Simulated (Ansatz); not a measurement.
# C2H4F radical (built from SMILES C=CF.[H]): search for a transition state

Is there a first-order saddle for this radical addition, which should form C1–H4, and which two structures does it connect?

Method: PBE0-D4, def2-SVP first, then def2-TZVP; program: Ansatz 0.2.0, Gaussian basis.

88 further runs of the same task are left out: 88 set aside as unsound or not needed.

**1. The system as given**

The guess: 7 atoms, charge 0, spin multiplicity 2.

Atoms are counted from 1 here; the program's logs count them from 0.

Bond lengths: C1–C2 1.339 Å, C1–H5 1.073 Å, C1–H6 1.076 Å, C2–F3 1.338 Å, C2–H7 1.080 Å. Angles: C2–C1–H5 119.7°, C2–C1–H6 120.3°, H5–C1–H6 118.2°, C1–C2–F3 121.4°, C1–C2–H7 126.5°, F3–C2–H7 112.0°.

Coordinates:

```xyz
7

C     0.16700   -0.33400    0.46260
C    -0.01780   -0.07250   -0.83780
F     0.85020    0.67610   -1.52740
H    -0.73600    1.17950    1.43030
H    -0.48630   -1.02070    0.96500
H     1.09000   -0.06490    0.94490
H    -0.86720   -0.36350   -1.43770
```

Distances that are to change: C1–H4 2.01 Å.

**2. Relaxing the guess with the reacting distances held**

Input file hold/in.yaml:

```yaml
crystal:
  periodic: [false, false, false]
  atoms:
    - {symbol: C, position_ang: [0.167000, -0.334000, 0.462600]}
    - {symbol: C, position_ang: [-0.017800, -0.072500, -0.837800]}
    - {symbol: F, position_ang: [0.850200, 0.676100, -1.527400]}
    - {symbol: H, position_ang: [-0.736000, 1.179500, 1.430300]}
    - {symbol: H, position_ang: [-0.486300, -1.020700, 0.965000]}
    - {symbol: H, position_ang: [1.090000, -0.064900, 0.944900]}
    - {symbol: H, position_ang: [-0.867200, -0.363500, -1.437700]}
basis:
  gaussian: {orbitals: def2-SVP}
magnetization: {spin_polarized: true, initial_magnetization: 1}
hamiltonian: {xc: pbe0, dispersion: d4}
relax: {f_tol: 0.08, max_steps: 120, escape_saddle: false, constraints: [{distance: [0, 3]}]}
```

Launch:

```bash
ansatz run in.yaml --threads 2 --pin off --events-out ev --progress --plain --max-ram 4352MiB
```

The program printed (excerpt; [...] marks lines left out):

```text
Functional definition: PBE0
  name "PBE0"
  cite "Adamo & Barone, J. Chem. Phys. 110, 6158 (1999) doi:10.1063/1.478522"
  cite "Perdew, Burke & Ernzerhof, Phys. Rev. Lett. 77, 3865 (1996) doi:10.1103/PhysRevLett.77.3865"
  parent pbe
[...]
689 factors; integrals over basis functions are off by at most 2.9e-4 eV
[...]
mean field -4843.47718796 eV, -177.9945036308 hartree, gradient 6.8e-5 eV, S^2 0.777406; 0 other end points of the search recorded, 0 dependent functions left out
[...]
reference -4843.47721036 eV, -177.9945044539 hartree; 13, 12 occupied and 49, 50 virtual orbitals, 689 factors
relax step   1: F+E_penalty+E_count = -4843.54248605 eV  Δ(F+E_penalty+E_count) = +0.000e0 eV  max|allowed force component| = 7.576e-1 eV/Å  Δτ_max = 0.0000 Å  (30 SCF iters, accepted)
[...]
relax step   3: F+E_penalty+E_count = -4843.56216092 eV  Δ(F+E_penalty+E_count) = -6.892e-4 eV  max|allowed force component| = 1.637e-1 eV/Å  Δτ_max = 0.0200 Å  (34 SCF iters, accepted)
[...]
relax step   4: F+E_penalty+E_count = -4843.56396768 eV  Δ(F+E_penalty+E_count) = -1.807e-3 eV  max|allowed force component| = 6.391e-2 eV/Å  Δτ_max = 0.0115 Å  (33 SCF iters, accepted)
  distance C 0 - H 3 held at 2.010606 Å   reaction = +2.1260e-1 eV/Å
689 factors; integrals over basis functions are off by at most 3.1e-4 eV
mean field -4843.49878569 eV, -177.9952973329 hartree, gradient 2.0e-5 eV, S^2 0.776737; 1 other end points of the search recorded, 0 dependent functions left out
[...]
reference -4843.49880803 eV, -177.9952981537 hartree; 13, 12 occupied and 49, 50 virtual orbitals, 689 factors
Total energy: -4843.56399001 eV, -177.9976935475 hartree
Atom 0 at     0.162199    -0.329439     0.452810 Å, force    -0.108235     0.138401     0.139940 eV/Å
Atom 1 at    -0.008886    -0.072180    -0.852092 Å, force     0.063911     0.042666    -0.062923 eV/Å
Atom 2 at     0.847983     0.676168    -1.536076 Å, force    -0.036277    -0.020598     0.017208 eV/Å
Atom 3 at    -0.705261     1.167338     1.477360 Å, force     0.086871    -0.150878    -0.106665 eV/Å
Atom 4 at    -0.520041    -1.013453     0.959545 Å, force     0.005721     0.010353    -0.019686 eV/Å
Atom 5 at     1.084791    -0.033404     0.957324 Å, force    -0.010143    -0.010075    -0.008524 eV/Å
Atom 6 at    -0.860886    -0.395031    -1.458971 Å, force    -0.001848    -0.009868     0.040650 eV/Å
Dipole moment:    -0.124843    -0.244973     0.012267 e Å
```

It took 6 s on 2 threads of Arm Neoverse V2, shared host.

The steps of the relaxation:

```csv
step,energy from step 1 (eV),largest force component (eV/Å)
1,0.0000,0.7576
2,-0.0190,0.2932
3,-0.0197,0.1637
4,-0.0215,0.0639
```

Close pairs (by a distance rule), those that changed most:

```csv
bond,before (Å),after (Å),change (Å)
C1–H5,1.073,1.091,+0.018
C1–H6,1.076,1.092,+0.017
C2–H7,1.080,1.095,+0.015
C2–F3,1.338,1.327,-0.010
C1–C2,1.339,1.341,+0.002
```

**3. Force constants to start from**

Input file hessian/in.yaml:

```yaml
crystal:
  periodic: [false, false, false]
  atoms:
    - {symbol: C, position_ang: [0.162199, -0.329439, 0.452810]}
    - {symbol: C, position_ang: [-0.008886, -0.072180, -0.852092]}
    - {symbol: F, position_ang: [0.847983, 0.676168, -1.536076]}
    - {symbol: H, position_ang: [-0.705261, 1.167338, 1.477360]}
    - {symbol: H, position_ang: [-0.520041, -1.013453, 0.959545]}
    - {symbol: H, position_ang: [1.084791, -0.033404, 0.957324]}
    - {symbol: H, position_ang: [-0.860886, -0.395031, -1.458971]}
basis:
  gaussian: {orbitals: def2-SVP}
magnetization: {spin_polarized: true, initial_magnetization: 1}
hamiltonian: {xc: pbe0, dispersion: d4}
phonons: {}
scf: {lower_state_search: off}
```

Launch:

```bash
ansatz run in.yaml --threads 2 --pin off --events-out ev --progress --plain --max-ram 4352MiB
```

The program printed (excerpt; [...] marks lines left out):

```text
[... 5 set-up lines as earlier in the session ...]
[...]
689 factors; integrals over basis functions are off by at most 3.0e-4 eV
[...]
mean field -4843.49878841 eV, -177.9952974327 hartree, gradient 1.5e-6 eV, S^2 0.776737; 0 other end points of the search recorded, 0 dependent functions left out
[...]
reference -4843.49881086 eV, -177.9952982578 hartree; 13, 12 occupied and 49, 50 virtual orbitals, 689 factors
[... from here to the last solve, the lines of the solves are left out (41 solves) ...]
689 factors; integrals over basis functions are off by at most 3.0e-4 eV
mean field -4843.49864313 eV, -177.9952920939 hartree, gradient 2.7e-6 eV, S^2 0.776731; 0 other end points of the search recorded, 0 dependent functions left out
[...]
WARN: phonons: modes at or below zero, which the zero-point energy, F, S and C_V leave out: 1, the lowest at -776.23 cm⁻¹. A minimum has none, and a first-order saddle one
[...]
Total energy: -4843.56399285 eV, -177.9976936516 hartree
Atom 0 at     0.162199    -0.329439     0.452810 Å, force    -0.108244     0.138395     0.139964 eV/Å
Atom 1 at    -0.008886    -0.072180    -0.852092 Å, force     0.063901     0.042678    -0.062916 eV/Å
Atom 2 at     0.847983     0.676168    -1.536076 Å, force    -0.036259    -0.020591     0.017192 eV/Å
Atom 3 at    -0.705261     1.167338     1.477360 Å, force     0.086859    -0.150878    -0.106668 eV/Å
Atom 4 at    -0.520041    -1.013453     0.959545 Å, force     0.005719     0.010351    -0.019686 eV/Å
Atom 5 at     1.084791    -0.033404     0.957324 Å, force    -0.010131    -0.010081    -0.008544 eV/Å
Atom 6 at    -0.860886    -0.395031    -1.458971 Å, force    -0.001845    -0.009873     0.040658 eV/Å
Dipole moment:    -0.124842    -0.244973     0.012266 e Å
Vibrations: -776.23 309.49 406.00 487.02 771.72 902.54 929.95 963.89 1207.85 1307.71 1393.42 1673.82 3186.83 3220.75 3302.39 cm⁻¹, zero-point energy 1.243770 eV
Checks for a lower state left out: stability, starts, cluster_reference, orbital_swaps, neighbouring_geometries, increment
```

Wall time 30 s (2 threads of Arm Neoverse V2, shared host).

The structure is not stationary yet, so these wavenumbers are no spectrum; the search needs only the force constants.

**4. Saddle search in the small basis**

The search itself is an outer loop (partitioned rational-function steps, Bofill update of the Hessian). Each step is one single-point run with forces. It stops when the largest force is under 0.03 eV/Å and the followed curvature is negative. The first step's input:

Input file presaddle/in.yaml:

```yaml
crystal:
  periodic: [false, false, false]
  atoms:
    - {symbol: C, position_ang: [0.162199, -0.329439, 0.452810]}
    - {symbol: C, position_ang: [-0.008886, -0.072180, -0.852092]}
    - {symbol: F, position_ang: [0.847983, 0.676168, -1.536076]}
    - {symbol: H, position_ang: [-0.705261, 1.167338, 1.477360]}
    - {symbol: H, position_ang: [-0.520041, -1.013453, 0.959545]}
    - {symbol: H, position_ang: [1.084791, -0.033404, 0.957324]}
    - {symbol: H, position_ang: [-0.860886, -0.395031, -1.458971]}
basis:
  gaussian: {orbitals: def2-SVP}
magnetization: {spin_polarized: true, initial_magnetization: 1}
hamiltonian: {xc: pbe0, dispersion: d4}
output: {forces: true}
scf: {lower_state_search: light}
```

Launch:

```bash
ansatz run in.yaml --threads 2 --pin off --events-out ev --progress --plain --max-ram 4352MiB
```

The driver's record:

```csv
step,energy (eV),largest force (eV/Å),followed curvature (eV/Å²)
1,-4843.56398,0.1509,-4.07
2,-4843.55300,0.0908,-2.88
3,-4843.55190,0.0265,-1.73
```

The 3 steps took 4 s in all (2 threads of Arm Neoverse V2, shared host).

**5. Saddle search in triple zeta**

A small driver takes partitioned rational-function steps: uphill along one mode, downhill along the rest. It calls the program once a step for energy and forces and updates the Hessian by Bofill's formula. It stops when the largest force is under 0.008 eV/Å and the followed curvature is negative. The first step's input:

Input file saddle/in.yaml:

```yaml
crystal:
  periodic: [false, false, false]
  atoms:
    - {symbol: C, position_ang: [0.181925, -0.358586, 0.434369]}
    - {symbol: C, position_ang: [-0.000060, -0.077352, -0.857391]}
    - {symbol: F, position_ang: [0.847008, 0.674129, -1.547713]}
    - {symbol: H, position_ang: [-0.740366, 1.227491, 1.528998]}
    - {symbol: H, position_ang: [-0.519208, -1.021179, 0.942304]}
    - {symbol: H, position_ang: [1.089056, -0.043568, 0.953945]}
    - {symbol: H, position_ang: [-0.858456, -0.400935, -1.454611]}
basis:
  gaussian: {orbitals: def2-TZVP}
magnetization: {spin_polarized: true, initial_magnetization: 1}
hamiltonian: {xc: pbe0, dispersion: d4}
output: {forces: true}
scf: {lower_state_search: light}
```

Launch:

```bash
ansatz run in.yaml --threads 2 --pin off --events-out ev --progress --plain --max-ram 4352MiB
```

The driver's record:

```csv
step,energy (eV),largest force (eV/Å),followed curvature (eV/Å²)
1,-4849.25976,0.4311,-1.73
2,-4849.26865,0.0282,-1.69
3,-4849.26866,0.0023,-1.51
```

The 3 steps took 6 s in all (2 threads of Arm Neoverse V2, shared host).

Geometry at the end of the search:

```xyz
7
charge 0, multiplicity 2
C     0.1845   -0.3643    0.4301
C    -0.0054   -0.0837   -0.8506
F     0.8444    0.6779   -1.5403
H    -0.7385    1.2347    1.5249
H    -0.5119   -1.0183    0.9354
H     1.0793   -0.0468    0.9491
H    -0.8525   -0.3996   -1.4485
```

Followed mode, largest move set to 1: H4 (0.44, -0.68, -0.59); C1 (-0.23, 0.37, 0.22); H6 (-0.07, 0.09, 0.10); H5 (-0.04, 0.08, 0.08).

**6. Vibrations at the point found**

Input file vib/in.yaml:

```yaml
crystal:
  periodic: [false, false, false]
  atoms:
    - {symbol: C, position_ang: [0.184513, -0.364282, 0.430077]}
    - {symbol: C, position_ang: [-0.005435, -0.083664, -0.850604]}
    - {symbol: F, position_ang: [0.844446, 0.677941, -1.540347]}
    - {symbol: H, position_ang: [-0.738482, 1.234689, 1.524909]}
    - {symbol: H, position_ang: [-0.511946, -1.018264, 0.935350]}
    - {symbol: H, position_ang: [1.079346, -0.046795, 0.949054]}
    - {symbol: H, position_ang: [-0.852542, -0.399626, -1.448540]}
basis:
  gaussian: {orbitals: def2-TZVP}
magnetization: {spin_polarized: true, initial_magnetization: 1}
hamiltonian: {xc: pbe0, dispersion: d4}
phonons: {temperatures: {t_min: 298.15, t_max: 900, t_step: 200}}
```

Launch:

```bash
ansatz run in.yaml --threads 2 --pin off --events-out ev --progress --plain --max-ram 4352MiB
```

The program printed (excerpt; [...] marks lines left out):

```text
[... 5 set-up lines as earlier in the session ...]
[...]
692 factors; their error is unknown
[...]
mean field -4849.20382412 eV, -178.2049536280 hartree, gradient 8.2e-5 eV, S^2 0.764263; 0 other end points of the search recorded, 0 dependent functions left out
[...]
reference -4849.20384696 eV, -178.2049544673 hartree; 13, 12 occupied and 104, 105 virtual orbitals, 692 factors
[... from here to the last solve, the lines of the solves are left out (41 solves) ...]
692 factors; their error is unknown
mean field -4849.20378211 eV, -178.2049520842 hartree, gradient 1.7e-6 eV, S^2 0.764259; 0 other end points of the search recorded, 0 dependent functions left out
[...]
reference -4849.20380495 eV, -178.2049529236 hartree; 13, 12 occupied and 104, 105 virtual orbitals, 692 factors
WARN: phonons: modes at or below zero, which the zero-point energy, F, S and C_V leave out: 1, the lowest at -468.40 cm⁻¹. A minimum has none, and a first-order saddle one
Total energy: -4849.26866372 eV, -178.2073364395 hartree
Atom 0 at     0.184513    -0.364282     0.430077 Å, force    -0.000169     0.002261     0.000433 eV/Å
Atom 1 at    -0.005435    -0.083664    -0.850604 Å, force     0.001179     0.000114     0.001572 eV/Å
Atom 2 at     0.844446     0.677941    -1.540347 Å, force    -0.000488    -0.000307     0.000393 eV/Å
Atom 3 at    -0.738482     1.234689     1.524909 Å, force     0.000322     0.000063    -0.000721 eV/Å
Atom 4 at    -0.511946    -1.018264     0.935350 Å, force     0.000170    -0.001362    -0.000201 eV/Å
Atom 5 at     1.079346    -0.046795     0.949054 Å, force    -0.000479    -0.000709    -0.000854 eV/Å
Atom 6 at    -0.852542    -0.399626    -1.448540 Å, force    -0.000535    -0.000059    -0.000622 eV/Å
Dipole moment:    -0.142694    -0.231608     0.047603 e Å
Vibrations: -468.40 213.27 289.76 488.00 761.93 898.78 943.86 965.09 1193.39 1326.16 1407.86 1684.53 3187.03 3216.27 3288.80 cm⁻¹, zero-point energy 1.231457 eV
```

Run time: 59 s. Hardware: 2 threads of Arm Neoverse V2, shared host.

Wavenumbers and character of the modes:

```csv
mode,wavenumber (cm⁻¹),character
1,468i,changes C1–H4
2,213,"not assigned (largely outside the bonds, angles and torsions drawn)"
3,290,"not assigned (largely outside the bonds, angles and torsions drawn)"
4,488,bend
5,762,torsion
6,899,"not assigned (largely outside the bonds, angles and torsions drawn)"
7,944,bend with C–F stretch
8,965,torsion
9,1193,C–F stretch with bend
10,1326,bend
11,1408,bend
12,1685,C–C stretch
13,3187,C–H stretch
14,3216,C–H stretch
15,3289,C–H stretch
```

Vibrational sums (real modes only):

```csv
T (K),entropy (J/mol/K),heat capacity (J/mol/K)
298,20.4,30.8
498,41.7,52.9
698,62.1,68.0
898,80.6,78.4
```

**7. Relaxing after a step of 0.30 Å one way along the mode**

Input file downa/in.yaml:

```yaml
crystal:
  periodic: [false, false, false]
  atoms:
    - {symbol: C, position_ang: [0.116215, -0.253560, 0.495213]}
    - {symbol: C, position_ang: [-0.023469, -0.059487, -0.831468]}
    - {symbol: F, position_ang: [0.835714, 0.693101, -1.515439]}
    - {symbol: H, position_ang: [-0.606059, 1.031716, 1.348087]}
    - {symbol: H, position_ang: [-0.525035, -0.993781, 0.959581]}
    - {symbol: H, position_ang: [1.058075, -0.019219, 0.979673]}
    - {symbol: H, position_ang: [-0.855541, -0.398770, -1.435747]}
basis:
  gaussian: {orbitals: def2-TZVP}
magnetization: {spin_polarized: true, initial_magnetization: 1}
hamiltonian: {xc: pbe0, dispersion: d4}
relax: {f_tol: 0.005, max_steps: 200}
```

Launch:

```bash
ansatz run in.yaml --threads 2 --pin off --events-out ev --progress --plain --max-ram 4352MiB
```

The program printed (excerpt; [...] marks lines left out):

```text
[... 5 set-up lines as earlier in the session ...]
[...]
692 factors; their error is unknown
[...]
mean field -4849.43802634 eV, -178.2135604007 hartree, gradient 7.8e-5 eV, S^2 0.792138; 0 other end points of the search recorded, 0 dependent functions left out
[...]
reference -4849.43804868 eV, -178.2135612218 hartree; 13, 12 occupied and 104, 105 virtual orbitals, 692 factors
relax step   1: F+E_penalty+E_count = -4849.50387224 eV  Δ(F+E_penalty+E_count) = +0.000e0 eV  max|allowed force component| = 1.785e0 eV/Å  Δτ_max = 0.0000 Å  (31 SCF iters, accepted)
[...]
reference -4851.15779104 eV, -178.2767605878 hartree; 13, 12 occupied and 104, 105 virtual orbitals, 692 factors
Total energy: -4851.21428422 eV, -178.2788366740 hartree
Atom 0 at     0.021860    -0.078994     0.634100 Å, force     0.000242    -0.000174    -0.000547 eV/Å
Atom 1 at     0.005175    -0.110534    -0.836445 Å, force    -0.000251    -0.000072     0.001176 eV/Å
Atom 2 at     0.745122     0.829329    -1.447151 Å, force     0.000267     0.000341    -0.000034 eV/Å
Atom 3 at    -0.432259     0.840209     1.032953 Å, force     0.000243    -0.000156    -0.000076 eV/Å
Atom 4 at    -0.537469    -0.928782     1.028870 Å, force     0.000102     0.000289    -0.000123 eV/Å
Atom 5 at     1.045573    -0.128754     1.016399 Å, force    -0.000168     0.000100     0.000201 eV/Å
Atom 6 at    -0.848102    -0.422474    -1.428826 Å, force    -0.000435    -0.000327    -0.000597 eV/Å
Dipole moment:    -0.209826    -0.130057     0.221473 e Å
```

Wall time 22 s (2 threads of Arm Neoverse V2, shared host).

Relaxation path:

```csv
step,energy from step 1 (eV),largest force component (eV/Å)
1,0.0000,1.7850
2,-0.6945,4.1539
3,-1.6034,1.7509
4,-1.6406,1.5471
5,-1.6929,0.6112
6,-1.7093,0.1380
7,-1.7102,0.0527
8,-1.7103,0.0264
9,-1.7104,0.0104
10,-1.7104,0.0012
```

Close pairs (by a distance rule), those that changed most:

```csv
bond,before (Å),after (Å),change (Å)
C1–H4,1.703,1.100,-0.603
C1–C2,1.348,1.471,+0.123
C2–F3,1.331,1.343,+0.012
C1–H6,1.085,1.094,+0.009
C1–H5,1.084,1.091,+0.007
C2–H7,1.083,1.085,+0.002
```

**8. Relaxing after a step of 0.30 Å the other way along the mode**

Input file downb/in.yaml:

```yaml
crystal:
  periodic: [false, false, false]
  atoms:
    - {symbol: C, position_ang: [0.252812, -0.475004, 0.364942]}
    - {symbol: C, position_ang: [0.012599, -0.107841, -0.869740]}
    - {symbol: F, position_ang: [0.853178, 0.662782, -1.565255]}
    - {symbol: H, position_ang: [-0.870906, 1.437662, 1.701730]}
    - {symbol: H, position_ang: [-0.498857, -1.042747, 0.911120]}
    - {symbol: H, position_ang: [1.100617, -0.074371, 0.918435]}
    - {symbol: H, position_ang: [-0.849542, -0.400481, -1.461332]}
basis:
  gaussian: {orbitals: def2-TZVP}
magnetization: {spin_polarized: true, initial_magnetization: 1}
hamiltonian: {xc: pbe0, dispersion: d4}
relax: {f_tol: 0.005, max_steps: 200}
```

Launch:

```bash
ansatz run in.yaml --threads 2 --pin off --events-out ev --progress --plain --max-ram 4352MiB
```

The program printed (excerpt; [...] marks lines left out):

```text
[... 5 set-up lines as earlier in the session ...]
[...]
692 factors; their error is unknown
[...]
mean field -4849.20291214 eV, -178.2049201133 hartree, gradient 2.6e-5 eV, S^2 0.751557; 0 other end points of the search recorded, 0 dependent functions left out
[...]
reference -4849.20293683 eV, -178.2049210205 hartree; 13, 12 occupied and 104, 105 virtual orbitals, 692 factors
relax step   1: F+E_penalty+E_count = -4849.26582397 eV  Δ(F+E_penalty+E_count) = +0.000e0 eV  max|allowed force component| = 8.885e-1 eV/Å  Δτ_max = 0.0000 Å  (31 SCF iters, accepted)
[...]
reference -4849.25553507 eV, -178.2068539703 hartree; 13, 12 occupied and 104, 105 virtual orbitals, 692 factors
Total energy: -4849.31203968 eV, -178.2089304764 hartree
Atom 0 at     0.259548    -0.498135     0.290443 Å, force    -0.003249     0.002155     0.001188 eV/Å
Atom 1 at     0.055049    -0.186670    -0.972277 Å, force     0.003518    -0.003943    -0.002335 eV/Å
Atom 2 at     0.898121     0.585870    -1.663506 Å, force    -0.002727    -0.000334     0.001506 eV/Å
Atom 3 at    -1.096532     1.873475     2.288764 Å, force    -0.000110     0.000410    -0.000332 eV/Å
Atom 4 at    -0.455677    -1.126944     0.801775 Å, force     0.001263    -0.001019    -0.000372 eV/Å
Atom 5 at     1.126722    -0.139028     0.829183 Å, force     0.001706    -0.000108     0.000620 eV/Å
Atom 6 at    -0.787330    -0.508568    -1.574482 Å, force    -0.000402     0.002839    -0.000275 eV/Å
Dipole moment:    -0.188278    -0.162412     0.122513 e Å
```

Wall time 26 s (2 threads of Arm Neoverse V2, shared host).

Along the way:

```csv
step,energy from step 1 (eV),largest force component (eV/Å)
1,0.0000,0.8885
2,-0.0177,0.3678
3,-0.0265,0.1543
4,-0.0326,0.0701
5,-0.0390,0.1315
6,-0.0425,0.0629
7,-0.0454,0.0732
8,-0.0455,0.1596
9,-0.0461,0.0317
10,-0.0461,0.0424
11,-0.0461,0.0295
12,-0.0462,0.0039
```

Distances of close pairs at the start and the end, largest changes first:

```csv
bond,before (Å),after (Å),change (Å)
C1–H5,1.089,1.081,-0.008
C1–H6,1.089,1.082,-0.007
C1–C2,1.310,1.317,+0.006
C2–H7,1.086,1.084,-0.001
C2–F3,1.336,1.336,+0.000
```

**9. What the saddle joins**

```csv
pair,start side (Å),saddle (Å),end side (Å)
C1–H4,3.385,2.146,1.100
```

**10. What came out**

```
                       quantity           value
                 imaginary mode       468i cm⁻¹
    barrier from the start side    1.0 kcal/mol
      barrier from the end side   44.9 kcal/mol
             energy of the step  -43.9 kcal/mol
              pairs that change    C1–H4 formed
zero-point energy at the saddle        1.231 eV
```

What this shows: One imaginary mode, 468i cm⁻¹, makes this a first-order saddle. It joins the planned start and end. At PBE0-D4/def2-TZVP the electronic barrier is 1.0 kcal/mol, about 2 kT at 298 K, and the step runs 43.9 kcal/mol downhill. A step off the saddle overshot and began above it in energy, so the link to its end is likely but not proven. The ends are the nearest minima, not always the lowest complexes.
